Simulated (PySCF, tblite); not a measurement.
**C7H12PSi−: geometry, infrared bands and NMR shifts**

Wanted: the infrared bands and NMR shifts of C7H12PSi− (`CCc1[p-]cc(C)c1[SiH3]`), by calculation.

Programs: tblite 0.8.0 and PySCF 2.14.0, with density-fitted response routines of our own. Each step states its level of theory. These are calculated values for one molecule in the gas phase, unless marked as measured. Atoms count from 0, in the outputs and in this text.

## (1) The molecule as given

21 atoms, charge -1, multiplicity 1; geometry from: force field or distance geometry start.

Bonds of the start (Å): C0–C1 1.52, C1–C2 1.48, C2–P3 1.89, P3–C4 1.85, C4–C5 1.35, C5–C6 1.50, C5–C7 1.52, C7–Si8 1.85, C7–C2 1.37, C0–H9 1.08, C0–H10 1.10, C0–H11 1.09, C1–H12 1.11, C1–H13 1.10, C4–H14 1.08, C6–H15 1.11, C6–H16 1.09, C6–H17 1.09, Si8–H18 1.49, Si8–H19 1.49, Si8–H20 1.49.

## (2) Relaxing the molecule with GFN2-xTB

Job settings and geometry (Å):

```
{"job": {"kind": "relax", "xc": "GFN2-xTB", "basis": "xTB"}, "charge": -1, "multiplicity": 1}
C      3.054600    -0.303500    -0.469400
C      2.099100    -0.491800     0.701900
C      0.697300    -0.721300     0.284200
P      0.090600    -2.441000    -0.205800
C     -1.646100    -1.885100    -0.507900
C     -1.686600    -0.556600    -0.267900
C     -2.965300     0.209400    -0.434100
C     -0.394700     0.094700     0.183800
Si    -0.347100     1.900700     0.559300
H      4.060900    -0.124000    -0.105700
H      2.745100     0.558500    -1.078100
H      3.064800    -1.186900    -1.113800
H      2.444300    -1.343300     1.325500
H      2.181000     0.374600     1.368200
H     -2.452400    -2.518300    -0.837300
H     -3.273200     0.674100     0.524300
H     -3.785900    -0.447500    -0.737000
H     -2.869000     0.972500    -1.200700
H     -1.139400     2.671900    -0.437500
H      1.047900     2.416700     0.541400
H     -0.934800     2.163000     1.906100
```

Run with:

```bash
$ OMP_NUM_THREADS=1 python probes_run.py task.json out
```

One launch serves the whole session: the jobs run in the order shown.

**Question.** This job is followed by: GFN2-xTB harmonic vibrations, gas phase; GIAO PBE0/pcSseg-1 NMR shielding, non-relativistic, gas phase. What will the session give for the following? strongest single infrared mode (GFN2-xTB); zero-point energy (GFN2-xTB); 13C shifts against TMS (PBE0/pcSseg-1); 1H shifts against TMS (PBE0/pcSseg-1, means over atoms taken as alike); 31P shifts against H3PO4 (PBE0/pcSseg-1); 29Si shifts against TMS (PBE0/pcSseg-1).

As calculated:

| quantity | value |
| --- | --- |
| strongest single infrared mode (GFN2-xTB) | 2029 cm⁻¹, 581 km/mol |
| zero-point energy (GFN2-xTB) | 100.6 kcal/mol |
| 13C shifts against TMS (PBE0/pcSseg-1) | 174.0, 134.2, 131.8, 101.3, 32.4, 25.6, 23.3 ppm |
| 1H shifts against TMS (PBE0/pcSseg-1, means over atoms taken as alike) | 6.47, 4.39, 2.92, 2.48, 1.04 ppm |
| 31P shifts against H3PO4 (PBE0/pcSseg-1) | 99.5 ppm |
| 29Si shifts against TMS (PBE0/pcSseg-1) | -106.3 ppm |

**Reading.** Relaxing lowered the energy by 0.766 eV in 168 steps; the close pair that moved most is C2–P3, from 1.888 to 1.747 Å. No mode is imaginary among the 57: a minimum at this level. The strongest single mode, at 2029 cm⁻¹, moves mainly H18. Unscaled tight-binding wavenumbers are off by several per cent, some by more. Its intensities can rank the bands wrongly. At PBE0/pcSseg-1: The largest span, 273 ppm, is at P3, where the paramagnetic term is -752 ppm. NICS(1)zz of -27 ppm above the planar ring from C2 marks a diatropic (aromatic) ring current.
